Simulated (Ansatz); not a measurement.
# CH₆AlNOSi: a ladder of functionals and wavefunction methods

One table from this session's results is given with a row withheld; the runs are named, their logs left out.

Computed with Ansatz 0.2.0, Gaussian basis. Level: functionals in def2-TZVPP, the program's frozen cores in correlated methods.

The runs, in order: PBE-D4, r2SCAN-D4, PBE0-D4, B3LYP-D4, ωB97X-V, ωB97M-V, B2PLYP; CCSD(T)/def2-TZVPP; MP2/def2-QZVPP; extrapolation to the limit.

### The relaxed structure

All runs share one geometry, relaxed beforehand with PBE0-D4 in a triple-zeta def2 set.

SMILES `[AlH2][O]/C=N\[SiH3]`, 11 atoms, charge 0, spin multiplicity 1.

Atoms are counted from 1 here; the program's logs count them from 0.

Bond lengths: Al1–O2 1.717 Å, Al1–H6 1.571 Å, Al1–H7 1.578 Å, O2–C3 1.344 Å, C3–N4 1.252 Å, C3–H8 1.098 Å, N4–Si5 1.740 Å, Si5–H9 1.489 Å, Si5–H10 1.483 Å, Si5–H11 1.489 Å. Angles: O2–Al1–H6 115.1°, O2–Al1–H7 117.5°, H6–Al1–H7 127.3°, Al1–O2–C3 133.5°, O2–C3–N4 125.2°, O2–C3–H8 113.8°, N4–C3–H8 120.9°, C3–N4–Si5 123.7°, N4–Si5–H9 111.6°, N4–Si5–H10 107.7°, N4–Si5–H11 111.6°, H9–Si5–H10 108.6°, H9–Si5–H11 108.7°, H10–Si5–H11 108.6°.

As a file:

```mol
CH6AlNOSi
  3D, bonds by distance, orders not assigned

 11 10  0  0  0  0  0  0  0  0999 V2000
   -1.9590   -1.6439    0.2737 Al  0  0
   -0.6249   -0.5827    0.0711 O   0  0
    0.5991   -0.7277   -0.4635 C   0  0
    1.4695    0.1695   -0.5292 N   0  0
    1.2368    1.7859    0.0722 Si  0  0
   -3.2158   -1.0104    0.9715 H   0  0
   -1.7999   -3.1246   -0.2494 H   0  0
    0.7944   -1.7336   -0.8575 H   0  0
    0.9709    1.7919    1.5374 H   0  0
    2.4830    2.5475   -0.1845 H   0  0
    0.1112    2.4713   -0.6213 H   0  0
  1  2  8  0
  2  3  8  0
  3  4  8  0
  4  5  8  0
  1  6  8  0
  1  7  8  0
  3  8  8  0
  5  9  8  0
  5 10  8  0
  5 11  8  0
M  END
```

Set-up of the first run:

File in.yaml:

```yaml
crystal:
  periodic: [false, false, false]
  atoms:
    - {symbol: Al, position_ang: [-1.958979, -1.643870, 0.273692]}
    - {symbol: O, position_ang: [-0.624913, -0.582696, 0.071070]}
    - {symbol: C, position_ang: [0.599117, -0.727716, -0.463485]}
    - {symbol: N, position_ang: [1.469522, 0.169471, -0.529216]}
    - {symbol: Si, position_ang: [1.236760, 1.785927, 0.072171]}
    - {symbol: H, position_ang: [-3.215773, -1.010445, 0.971544]}
    - {symbol: H, position_ang: [-1.799942, -3.124636, -0.249409]}
    - {symbol: H, position_ang: [0.794361, -1.733643, -0.857451]}
    - {symbol: H, position_ang: [0.970926, 1.791868, 1.537375]}
    - {symbol: H, position_ang: [2.483038, 2.547460, -0.184520]}
    - {symbol: H, position_ang: [0.111183, 2.471278, -0.621271]}
basis:
  gaussian: {orbitals: def2-TZVPP}
hamiltonian: {xc: pbe, dispersion: d4}
output: {forces: true, orbitals: {seedname: orbitals}}
```

The run is started by

```console
$ ansatz run in.yaml --threads 4 --pin off --events-out ev --progress --plain --max-ram 10444MiB
```

Steps of the session up to this table: PBE-D4 (GGA); r2SCAN-D4 (meta-GGA); PBE0-D4 (hybrid); B3LYP-D4 (hybrid); ωB97X-V (range-separated); ωB97M-V (range-separated); B2PLYP (double hybrid); CCSD(T) in def2-TZVPP; MP2 in def2-QZVPP.

One of the session's tables, all rows but one given; the rest of the session is left out.

```
            method  atomisation energy (kJ/mol)
            PBE-D4                       3843.9
         r2SCAN-D4                       3799.3
           PBE0-D4                       3764.7
          B3LYP-D4                       3806.7
           ωB97X-V                       3823.5
           ωB97M-V                       3812.4
            B2PLYP                       3760.5
     HF/def2-TZVPP                       2697.5
    MP2/def2-TZVPP                            ?
   CCSD/def2-TZVPP                       3626.1
CCSD(T)/def2-TZVPP                       3686.8
           MP2/CBS                       3858.1
       CCSD(T)/CBS                       3799.5
```

Q: Estimate the row for MP2/def2-TZVPP from the others.

The run gave: atomisation energy (kJ/mol): 3745.5. In the column «atomisation energy (kJ/mol)» it lies between CCSD(T)/def2-TZVPP (3686.8) and B2PLYP (3760.5).

Limits of these values: Free atoms (1 Al, 1 O, 1 C, 1 N, 1 Si, 6 H) were run apart at each level; the atomisation energy is their sum less the molecule, without zero-point or spin-orbit terms.
